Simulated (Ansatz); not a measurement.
# N2 on TiO2(111): molecular dynamics

Aim: shoot the molecule at the surface and see whether it bounces, sticks or breaks. Runs: 260 steps of 1.5 fs at constant energy. The slab cell is 1×1, and the molecule starts well above it. It comes in with 0.1 eV at 20° from the normal, on a surface at rest.

All numbers below are computed with Ansatz 0.2.0 (DFT PBE, plane waves, PAW, scalar-relativistic, no spin polarisation).

## (1) Starting point

The cell holds 26 atoms (N2O16Ti8): a = 5.353 Å, b = 10.244 Å, c = 18.050 Å, α = 90.00°, β = 90.00°, γ = 105.14°.

The coordinates stand in the first input below.

## (2) Dynamics

260 steps of 1.5 fs at constant energy.

Contents of input.yaml:

```yaml
crystal:
  lattice:
    - [5.352798, 0.0, 0.0]
    - [-2.676399, 9.888675, 0.0]
    - [0.0, 0.0, 18.050393]
  atoms:
    - { symbol: Ti, position: [0.0, 0.0, 0.0554005] }
    - { symbol: Ti, position: [0.6524699, 0.8049398, 0.1624552] }
    - { symbol: O, position: [0.9026128, 0.8052256, 0.0854001] }
    - { symbol: O, position: [0.5550827, 0.6101654, 0.1924548] }
    - { symbol: O, position: [0.7498571, 0.9997142, 0.1324556] }
    - { symbol: O, position: [0.3657005, 0.7314009, 0.0967707] }
    - { symbol: Ti, position: [0.2683133, 0.5366265, 0.1267703] }
    - { symbol: Ti, position: [0.3841566, 0.2683133, 0.0910854] }
    - { symbol: O, position: [0.170926, 0.3418521, 0.1567699] }
    - { symbol: O, position: [0.2867694, 0.0735388, 0.121085] }
    - { symbol: O, position: [0.4815438, 0.4630877, 0.0610858] }
    - { symbol: O, position: [0.6340137, 0.2680274, 0.1681406] }
    - { symbol: Ti, position: [0.5366265, 0.073253, 0.1981402] }
    - { symbol: Ti, position: [0.1890964, 0.8781928, 0.3051949] }
    - { symbol: O, position: [0.4392393, 0.8784786, 0.2281398] }
    - { symbol: O, position: [0.0917092, 0.6834184, 0.3351945] }
    - { symbol: O, position: [0.2864836, 0.0729672, 0.2751953] }
    - { symbol: O, position: [0.902327, 0.8046539, 0.2395104] }
    - { symbol: Ti, position: [0.8049398, 0.6098795, 0.26951] }
    - { symbol: Ti, position: [0.9207831, 0.3415663, 0.2338251] }
    - { symbol: O, position: [0.7075526, 0.4151051, 0.2995096] }
    - { symbol: O, position: [0.8233959, 0.1467919, 0.2638247] }
    - { symbol: O, position: [0.0181703, 0.5363407, 0.2038255] }
    - { symbol: O, position: [0.1706402, 0.3412805, 0.3108803] }
    - { symbol: "N", position: [0.4002263, 0.2769701, 0.5297455] }
    - { symbol: "N", position: [0.2987862, 0.163204, 0.5352855] }
basis:
  ecutwfc: 420.0
kpoints:
  mp_grid: { grid: [2, 1, 1] }
hamiltonian:
  xc: pbe
scf:
  occupations: { method: fermi_dirac, width: 0.05 }
  lower_state_search: "off"
md:
  timestep: 1.5
  n_steps: 260
  ensemble: nve
  initial_velocities: zero
  seed: 847166
  initial_site_velocities:
    - { site: 24, velocity: [0.002839, 0.0, -0.007799] }
    - { site: 25, velocity: [0.002839, 0.0, -0.007799] }
  constraints: [{ sites: [0, 2, 4, 5, 6, 7, 9, 10] }]
```

Command:

```console
$ ansatz run input.yaml --threads 2 --pin off --max-ram 5120MiB --backend cpu --events-out ev --progress --plain --runs-dir out
```

Log, cut to the lines that bear on the results:

```text
Warning: md: disabling space-group detection — thermal motion breaks the input geometry's symmetry, so no spatial operation reduces the k-mesh or symmetrises the density; time reversal is kept, so that k and −k are solved as one point where they differ and the mesh holds both, and exact [...]
Warning: RAYON_NUM_THREADS=2 ignored (pool sized by the plan → 2); use --threads N
[...]
Pseudopotentials: kind: paw
Pseudopotential: Ti, paw, valence charge 12, recommended cutoff 420 eV (normal), Ti.paw.azcp
Pseudopotential: O, paw, valence charge 6, recommended cutoff 420 eV (normal), O.paw.azcp
Pseudopotential: N, paw, valence charge 5, recommended cutoff 420 eV (normal), N.paw.azcp
Functional definition: PBE
[...]
Crystal: 26 atoms, lattice volume = 955.445 Å³
Basis set: ecut = 420 eV, 18609 PW (Γ), exchange–correlation on 72×144×250 points (8 copies of the dense FFT grid, shifted against one another)
Bands: 127, of which v1, the nominal top of the filled ones, is band 101 counted from 1 (100 counted from 0)
Symmetry: 1 space group operations
k-points: 2
[...]
SCF iter   1: F=—  HF=-29860.005833 eV  |F-HF|=—  |Δ(HF+E_count)|=         —  Δρ=2.30e-2  dr2=1.79e1  ethr=1.77e-3  ⟨swp⟩=6.0  Hψ=1025  notcnv=0  defer=8
[...]
SCF iter  26: F=-29859.179417 eV  HF=-29859.179417 eV  |F-HF|=1.00e-9  |Δ(HF+E_count)|=   9.65e-9  Δρ=9.24e-7  dr2=1.37e-8  ethr=1.29e-11  ⟨swp⟩=3.0  Hψ=648  notcnv=0
[...]
md step     0: t =     0.00 fs  T =    43.0 K  F+E_penalty+E_count = -29859.17941727 eV  E_kin = 0.100001 eV  conserved = -29859.07941630 eV  (26 SCF iters)
[...]
md step     6: t =     9.00 fs  T =   938.2 K  F+E_penalty+E_count = -29861.28453097 eV  E_kin = 2.182988 eV  conserved = -29859.10154337 eV  (13 SCF iters)
[...]
md step    12: t =    18.00 fs  T =  1657.7 K  F+E_penalty+E_count = -29862.97175457 eV  E_kin = 3.856938 eV  conserved = -29859.11481611 eV  (13 SCF iters)
[...]
md step    18: t =    27.00 fs  T =  1403.5 K  F+E_penalty+E_count = -29862.35219632 eV  E_kin = 3.265514 eV  conserved = -29859.08668212 eV  (10 SCF iters)
[...]
md step    22: t =    33.00 fs  T =  1843.1 K  F+E_penalty+E_count = -29863.40623544 eV  E_kin = 4.288268 eV  conserved = -29859.11796794 eV  (13 SCF iters)
md step    23: t =    34.50 fs  T =  1727.4 K  F+E_penalty+E_count = -29863.11849079 eV  E_kin = 4.018996 eV  conserved = -29859.09949511 eV  (14 SCF iters)
```

## (3) More of the same log: dynamics from the start

The log, continued, cut to the lines that bear on the results:

```text
md step    24: t =    36.00 fs  T =  1592.1 K  F+E_penalty+E_count = -29862.79969489 eV  E_kin = 3.704323 eV  conserved = -29859.09537152 eV  (16 SCF iters)
[...]
md step    40: t =    60.00 fs  T =  1625.1 K  F+E_penalty+E_count = -29862.89654188 eV  E_kin = 3.781175 eV  conserved = -29859.11536699 eV  (15 SCF iters)
[...]
md step    56: t =    84.00 fs  T =  1435.1 K  F+E_penalty+E_count = -29862.43180295 eV  E_kin = 3.339126 eV  conserved = -29859.09267697 eV  (12 SCF iters)
[...]
md step    72: t =   108.00 fs  T =  1072.7 K  F+E_penalty+E_count = -29861.59991033 eV  E_kin = 2.495741 eV  conserved = -29859.10416900 eV  (12 SCF iters)
[...]
md step    86: t =   129.00 fs  T =  
[...]
md step   260: t =   390.00 fs  T =  1278.6 K  F+E_penalty+E_count = -29862.07815731 eV  E_kin = 2.974913 eV  conserved = -29859.10324455 eV  (14 SCF iters)
NSCF: frozen V_eff on 2 k-points
[...]
SCF converged after 14 iterations
Free energy (F): -29862.078157 eV
[...]
E sigma→0 (E₀):  -29862.072396 eV
Entropy (-TS):   -0.011522 eV (-0.443 meV/atom)
Fermi energy:    -1.410767 eV
[...]
--- Forces (eV/Å), atoms counted from 1 ---
  atom   1  Ti    -0.14631922    -3.89937188     7.58874950
  atom   2  Ti    -0.70187413    -2.33959683     0.30150808
  atom   3  O      0.71186098     3.38183907    -3.11806255
  atom   4  O     -1.36719988     0.90894850    -1.03804002
  atom   5  O      1.08046135     1.90015027    -3.36963391
  atom   6  O      0.20532847    -0.88428531     0.80124693
  atom   7  Ti     3.39431537     0.44849634     0.24130115
  atom   8  Ti     0.51327795     3.52634483     3.29727953
[...]
--- Band table (eV) ---
[...]
--- MD trajectory: 260 steps, t = 0.0 → 390.0 fs ---
  final state: T = 1278.6 K   F+E_penalty+E_count = -29862.07815731 eV   E_kin = 2.974913 eV
  conserved energy: peak-to-peak 4.014e-2 eV (1.544e-3 eV/atom) over 390.0 fs
```

Run time: 42 min. Hardware: 2 threads of Arm Neoverse V1, shared host; peak memory 1.7 GiB.

## (4) What the atoms did

The trajectory, every 14 steps (energies from step 0); msd is the mean square displacement from the start, of the atoms that may move:

```
time (fs)  T (K)  potential energy change (meV/atom)  total energy change (meV/atom)  height over the top layer (Å)  msd N (Å²)  msd O (Å²)  msd Ti (Å²)
      0.0     43                                 0.0                            0.00                           3.56       0.000       0.000        0.000
     21.0   1438                              -125.2                           -0.39                           3.40       0.034       0.044        0.029
     42.0    902                               -77.0                           -0.18                           3.23       0.127       0.100        0.131
     63.0   1584                              -138.6                           -0.70                           3.05       0.295       0.130        0.183
     84.0   1435                              -125.1                           -0.51                           2.88       0.530       0.197        0.150
    105.0    915                               -78.3                           -0.33                           2.70       0.842       0.230        0.197
    126.0   1307                              -113.5                           -0.43                           2.52       1.225       0.212        0.323
    147.0    928                               -79.7                           -0.58                           2.35       1.674       0.298        0.339
    168.0   1343                              -116.9                           -0.60                           2.18       2.155       0.318        0.287
    189.0   1237                              -107.4                           -0.62                           2.05       2.599       0.335        0.254
    210.0    911                               -78.1                           -0.39                           1.96       2.943       0.363        0.232
    231.0   1273                              -110.9                           -0.79                           1.90       3.209       0.340        0.251
    252.0    883                               -75.7                           -0.51                           1.86       3.414       0.356        0.251
    273.0   1062                               -92.0                           -0.83                           1.86       3.524       0.301        0.226
    294.0   1166                              -101.2                           -0.68                           1.88       3.541       0.269        0.226
    315.0   1281                              -111.7                           -0.93                           1.92       3.461       0.325        0.283
    336.0   1481                              -129.5                           -0.81                           1.99       3.335       0.491        0.382
    357.0   1131                               -98.4                           -1.01                           2.09       3.146       0.587        0.561
    378.0   1065                               -92.2                           -0.79                           2.20       2.963       0.662        0.604
    390.0   1279                              -111.5                           -0.92                           2.27       2.834       0.640        0.565
```

time (fs), T (K) and a bar:
```
      0.0         43 
     16.5       1649 #############################
     34.5       1727 ##############################
     51.0        805 ##############
     67.5       1378 ########################
     85.5       1347 #######################
    102.0        856 ##############
    118.5       1287 ######################
    135.0       1224 #####################
    153.0        963 ################
    169.5       1331 #######################
    186.0       1233 #####################
    204.0        946 ################
    220.5       1353 #######################
    237.0       1190 ####################
    255.0        907 ###############
    271.5       1087 ###################
    288.0       1454 #########################
    304.5        830 ##############
    322.5       1592 ############################
    339.0       1426 #########################
    355.5       1120 ###################
    373.5        909 ###############
    390.0       1279 ######################
```

Maxima of the velocity power spectrum (cm⁻¹, relative height; resolution about 170 cm⁻¹): 150 (53), 320 (100), 640 (72), 2370 (11).

## (5) Snapshots as a file

Extended XYZ, with forces in eV/Å:

```xyz
26
Lattice="5.353 0.000 0.000 -2.676 9.889 0.000 0.000 0.000 18.050" Properties=species:S:1:pos:R:3:forces:R:3 pbc="T T T" time_fs=97.5 T=723 dE=-1.5890
Ti    0.000    0.000    1.000   -0.387   -3.633    7.019
Ti    1.225    7.981    2.772    0.714   -0.617    0.319
O     2.676    7.963    1.542    0.230    3.245   -2.285
O     1.181    5.910    3.532   -1.143   -0.049   -0.849
O     1.338    9.886    2.391    1.331    1.393   -2.598
O     0.000    7.233    1.747   -0.607   -2.139   -0.527
Ti    0.000    5.306    2.288    1.904    0.831    0.668
Ti    1.338    2.653    1.644   -0.849    3.123    5.552
O    -0.066    3.199    2.787    1.206   -0.327   -2.329
O     1.338    0.727    2.186   -1.853   -0.287   -3.409
O     1.338    4.579    1.103   -0.943   -2.005    0.463
O     2.483    2.562    3.484   -0.692    1.825   -3.270
Ti    2.569    0.887    4.087    0.582   -0.079    3.617
Ti   -1.440    8.480    5.279    0.294   -0.069    0.174
O    -0.113    8.742    3.989    0.110   -0.406    1.160
O    -1.506    6.808    6.077   -0.264    0.975   -0.142
O     1.291    0.616    5.510    0.586   -2.571   -1.751
O     2.771    7.615    4.170   -1.895    1.422   -1.212
Ti    2.614    5.785    4.769    2.178   -1.223    2.555
Ti    4.302    3.384    4.695    0.473   -0.896    2.259
O     3.108    4.091    5.895   -0.367    1.691   -1.165
O     3.848    1.543    5.293   -0.020   -0.170   -2.055
O    -1.516    5.048    3.647    0.096    0.881   -1.460
O     0.335    4.260    5.554   -0.684   -0.916   -0.725
N     1.672    2.755    8.839   -1.120   -5.415   -0.251
N     1.441    1.631    8.786    1.120    5.416    0.244
26
Lattice="5.353 0.000 0.000 -2.676 9.889 0.000 0.000 0.000 18.050" Properties=species:S:1:pos:R:3:forces:R:3 pbc="T T T" time_fs=195.0 T=1301 dE=-2.9477
Ti    0.000    0.000    1.000   -1.306   -4.565    7.793
Ti    1.295    7.873    2.737   -0.082   -0.469    1.720
O     2.676    7.963    1.542    1.467    3.751   -3.699
O     1.308    6.009    3.518   -0.545   -0.453   -0.441
O     1.338    9.886    2.391    2.397    1.733   -3.929
O     0.000    7.233    1.747   -1.085   -2.791   -1.355
Ti    0.000    5.306    2.288    2.506    1.908    0.484
Ti    1.338    2.653    1.644   -0.504    3.949    4.201
O    -0.380    3.214    2.461    2.024   -0.803   -0.775
O     1.338    0.727    2.186   -2.454   -1.317   -3.904
O     1.338    4.579    1.103   -0.459   -2.328    0.155
O     2.333    2.593    3.099   -0.385    0.874   -1.365
Ti    2.513    0.810    4.055    1.088    1.025    0.045
Ti   -1.452    8.569    5.312   -0.625   -3.947   -2.198
O    -0.054    8.767    3.773   -1.502    0.894    3.664
O    -1.691    6.869    6.239   -0.676    0.958   -1.080
O     1.405    0.471    5.531    0.214    0.155   -0.951
O     2.754    7.989    4.096    0.277    1.014    1.505
Ti    2.713    5.537    5.114    2.075    0.857   -0.168
Ti    4.676    3.367    4.541   -1.307    0.854    0.207
O     3.515    4.333    6.051   -0.110   -0.759   -1.607
O     3.854    1.637    4.915    0.271   -0.606   -0.522
O    -1.275    5.146    3.638   -1.431   -0.141    1.443
O     0.882    3.775    4.999    0.143    0.150    0.491
N     1.887    2.777    8.193   -0.425   -3.489   -0.774
N     1.765    1.680    7.949    0.437    3.548    1.060
26
Lattice="5.353 0.000 0.000 -2.676 9.889 0.000 0.000 0.000 18.050" Properties=species:S:1:pos:R:3:forces:R:3 pbc="T T T" time_fs=292.5 T=1291 dE=-2.9312
Ti    0.000    0.000    1.000   -0.506   -5.292    7.349
Ti    1.336    7.847    2.976   -1.520   -0.488   -1.114
O     2.676    7.963    1.542    0.669    4.110   -2.898
O     1.366    5.989    3.424    0.343   -0.647    1.165
O     1.338    9.886    2.391    1.786    0.252   -3.635
O     0.000    7.233    1.747    0.332   -2.121    0.591
Ti    0.000    5.306    2.288    2.374    2.561   -0.228
Ti    1.338    2.653    1.644    2.562    3.694    3.505
O    -0.110    3.237    2.446   -0.621   -1.141    0.667
O     1.338    0.727    2.186   -2.135   -0.602   -4.039
O     1.338    4.579    1.103   -0.440   -1.639   -0.361
O     2.719    2.732    2.970   -1.517   -1.033   -1.596
Ti    3.011    0.883    3.756   -3.029    0.070   -0.307
Ti   -1.441    8.609    5.367    2.134   -0.118   -2.035
O     0.096    8.404    4.230    0.833    0.191    0.925
O    -1.710    6.818    5.984   -1.124   -0.388    0.143
O     1.763    0.611    4.956   -1.365   -0.608    1.605
O     2.971    8.279    4.042   -2.100    0.107   -0.691
Ti    2.682    5.443    5.033    2.428   -1.642   -0.153
Ti    4.651    3.233    4.525    1.107    2.057    0.902
O     3.382    3.989    5.831   -0.011    1.051   -0.670
O     4.285    1.430    4.745    1.847    0.269    1.194
O    -1.331    5.011    3.669   -0.398    0.826   -0.013
O     0.914    3.633    5.074   -1.581    0.608   -0.477
N     1.845    2.799    7.850    0.037   -0.229    0.221
N     2.243    1.781    8.003   -0.104    0.154   -0.047
26
Lattice="5.353 0.000 0.000 -2.676 9.889 0.000 0.000 0.000 18.050" Properties=species:S:1:pos:R:3:forces:R:3 pbc="T T T" time_fs=390.0 T=1279 dE=-2.8987
Ti    0.000    0.000    1.000   -0.146   -3.899    7.589
Ti    1.300    8.024    2.775   -0.702   -2.340    0.301
O     2.676    7.963    1.542    0.712    3.382   -3.118
O     1.429    5.955    3.461   -1.367    0.909   -1.038
O     1.338    9.886    2.391    1.081    1.900   -3.370
O     0.000    7.233    1.747    0.205   -0.884    0.801
Ti    0.000    5.306    2.288    3.394    0.449    0.241
Ti    1.338    2.653    1.644    0.513    3.526    3.297
O    -0.031    3.268    2.742    0.413   -0.613   -0.691
O     1.338    0.727    2.186   -2.503   -1.291   -4.125
O     1.338    4.579    1.103   -1.789   -0.732   -0.286
O     2.529    2.850    2.803    0.385   -0.947   -0.006
Ti    2.879    0.684    4.408   -1.170    1.898   -0.428
Ti   -1.424    8.236    5.101    1.683    2.572    1.282
O     0.302    8.773    4.348    1.727   -3.533   -0.499
O    -2.343    6.729    5.701    0.429    2.190    1.330
O     1.619    0.269    5.613   -0.344   -0.047    0.585
O     3.159    8.788    3.789   -2.171   -0.928   -0.980
Ti    2.506    5.255    4.984   -0.810   -2.112   -0.883
Ti    4.846    3.613    4.763    1.044   -1.462    0.722
O     3.683    4.127    5.911   -1.162   -0.052    1.222
O     4.140    1.622    5.110    0.774    0.758   -0.381
O    -1.399    4.863    3.652    0.233    2.014   -0.739
O     0.948    4.455    5.605   -0.428   -0.757   -0.895
N     1.633    2.457    8.391   -3.554    1.793    0.557
N     2.586    1.979    8.247    3.555   -1.796   -0.491
```

## (6) Results

| quantity | value |
| --- | --- |
| lowest height of the centre of mass | 1.86 Å over the top layer's first level, at 267.0 fs |
| shortest distance to a slab atom | 2.71 Å |
| length | 260 steps of 1.5 fs |
| temperature, first and last step | 43 and 1279 K |
| temperature, second half | mean 1170 K, from 799 to 1592 K |
| potential energy, second half | -101 meV/atom from the start |
| largest change of the total energy | 1.54 meV/atom |
| mean square displacement, second half | N 3.3, O 0.411, Ti 0.335 Å² |

What this shows: The molecule's centre of mass comes down from 3.56 Å to 1.86 Å and is at 2.27 Å at the end, so it has not left within this time. Its shortest distance to a slab atom is 2.71 Å. The total energy strays from its start by at most 1.54 meV/atom, 1.5 % of the mean kinetic energy, so a step of 1.5 fs is short enough over this time. The printed temperature only measures the kinetic energy here. Kinetic energy grows to 2.7 eV on average, more than the molecule brought: the slab or molecule was not relaxed and heats itself. The run is too short to decide the outcome. Averages from a run of 390 fs with 26 atoms are rough.
